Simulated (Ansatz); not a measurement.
Working through a rigid torsion scan of C2H7BCl (charge -1), SMILES C[BH2-]CCl

Computed with Ansatz's Python interface.

Typed at the interpreter:
```pycon
>>> import ansatz
>>> from ase import Atoms
>>> atoms = Atoms(["C", "B", "C", "Cl", "H", "H", "H", "H", "H", "H", "H"], positions=[
...     [-1.3227, -0.2831, 0.1017],
...     [-0.0455, 0.6046, -0.29],
...     [1.3168, -0.0748, 0.2241],
...     [1.7499, -1.4672, -0.7996],
...     [-1.3752, -0.4087, 1.2033],
...     [-2.2453, 0.2252, -0.2475],
...     [-1.2571, -1.2808, -0.3802],
...     [-0.0068, 0.7443, -1.4739],
...     [-0.1555, 1.6815, 0.2097],
...     [1.2048, -0.4126, 1.2757],
...     [2.1367, 0.6716, 0.1766],
... ])
>>> first = (
...     ansatz.Crystal.molecule_from_ase(atoms).calculation()
...     .basis(gaussian="def2-SVP")
...     .functional("r2scan0")
...     .charge(-1)
...     .relax(force_tolerance=0.02, max_steps=80)
... )
>>> atoms.positions = first.run().report["positions_ang"]
>>> start = atoms.get_dihedral(2, 1, 0, 4)
>>> energies = {}
>>> for turn in range(0, 121, 20):
...     turned = atoms.copy()
...     turned.set_dihedral(2, 1, 0, 4, start + turn, indices=[0, 4, 5, 6])
...     setup = (
...         ansatz.Crystal.molecule_from_ase(turned).calculation()
...         .basis(gaussian="def2-SVP")
...         .functional("r2scan0")
...         .charge(-1)
...     )
...     energies[round((start + turn) % 360)] = setup.run().report["free_energy_ev"]
...
>>> floor = min(energies.values())
>>> print("dihedral C2-B1-C0-H4 (deg)   E - E(min) (kJ/mol)")
dihedral C2-B1-C0-H4 (deg)   E - E(min) (kJ/mol)
>>> for angle, e in sorted(energies.items()):
...     print(f"{angle:8d} {96.485332 * (e - floor):14.3f}  " + "#" * int(30 * (e - floor) / max(max(energies.values()) - floor, 1e-9)))
...
      58          0.000
      78          2.838  #######
      98          8.631  ######################
     118         11.592  ##############################
     138          8.683  ######################
     158          2.928  #######
     178          0.133
```

These settings explore the input space; basis and method may be short of convergence. The scan is rigid and the energies are electronic, in a modest basis. With rigid groups the curve can differ much from the relaxed path, the start wasn't checked as a minimum of this torsion, and equivalent turns needn't return to the same energy. Anions want diffuse functions, which this basis lacks. Run time: 76 s on 1 thread of Arm Neoverse V1, with other jobs on the host, peak memory 0.28 GiB.
